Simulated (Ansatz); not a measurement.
Relaxation of a periodic cell of 13 atoms, LiMg12 (host Mg, host structure hcp, interstitial Li), to a largest force component of 0.03 eV/Å in at most 60 steps.

All numbers below come from DFT PBE, scalar-relativistic, plane waves, PAW (Ansatz). Settings: cutoff 420 eV, k mesh 4x3x4, fermi-dirac smearing 0.1 eV, no spin polarisation.

```xyz
13
Lattice="6.4200 0.0000 0.0000 -4.8150 8.3398 0.0000 0.0000 0.0000 5.2130" Properties=species:S:1:pos:R:3:forces:R:3
Mg 0.000 0.000 0.000 0.01 0.04 -0.01
Mg 0.000 1.853 2.607 -0.01 -1.21 0.86
Mg -1.605 2.780 0.000 -1.12 -0.64 -0.85
Mg -1.605 4.633 2.607 -0.85 0.55 0.66
Mg -3.210 5.560 0.000 0.00 -0.01 0.01
Mg -3.210 7.413 2.607 0.00 -0.01 0.02
Mg 3.210 0.000 0.000 0.00 0.00 -0.02
Mg 3.210 1.853 2.607 -0.01 0.01 -0.02
Mg 1.605 2.780 0.000 1.15 -0.67 -0.87
Mg 1.605 4.633 2.607 0.87 0.56 0.70
Mg 0.000 5.560 0.000 0.00 1.12 -0.71
Mg 0.000 7.413 2.607 -0.01 -0.02 0.02
Li 0.007 3.660 6.481 -0.05 0.29 0.21
```

**Question.** Where does it end, and by what steps?

**Answer.** The forces met the threshold. Limits of this set-up: coarse k mesh, a small cell, in which the defect meets its images, a typed lattice constant that wasn't relaxed here. After 4 steps the energy has fallen by 1.043 eV; Mg9 moved furthest, 0.34 Å.

```
step  energy less start (eV)  largest force component (eV/Å)  accepted
   0                  0.0000                           1.211       yes
   1                 -0.8698                           0.364       yes
   2                 -1.0141                           0.171       yes
   3                 -1.0398                           0.055       yes
   4                 -1.0433                           0.014       yes
```

```xyz
13
Lattice="6.4200 0.0000 0.0000 -4.8150 8.3398 0.0000 0.0000 0.0000 5.2130" Properties=species:S:1:pos:R:3
Mg 0.040 -0.004 0.060
Mg -0.026 1.591 2.672
Mg -1.718 2.594 -0.266
Mg -1.700 4.800 2.874
Mg -3.192 5.448 0.251
Mg -3.193 7.445 2.664
Mg 3.191 -0.042 -0.055
Mg 3.194 1.960 2.342
Mg 1.709 2.609 -0.279
Mg 1.711 4.809 2.856
Mg 0.033 5.817 -0.058
Mg -0.041 7.420 2.555
Li -0.002 3.693 6.505
```

Whether the end is a true minimum wasn't checked by a vibrational analysis.

Time of the run: 48 s on 4 threads of Intel(R) Xeon(R) Platinum 8259CL CPU @ 2.50GHz (Skylake/Cascade Lake) (shared host), peak memory 1 GiB.
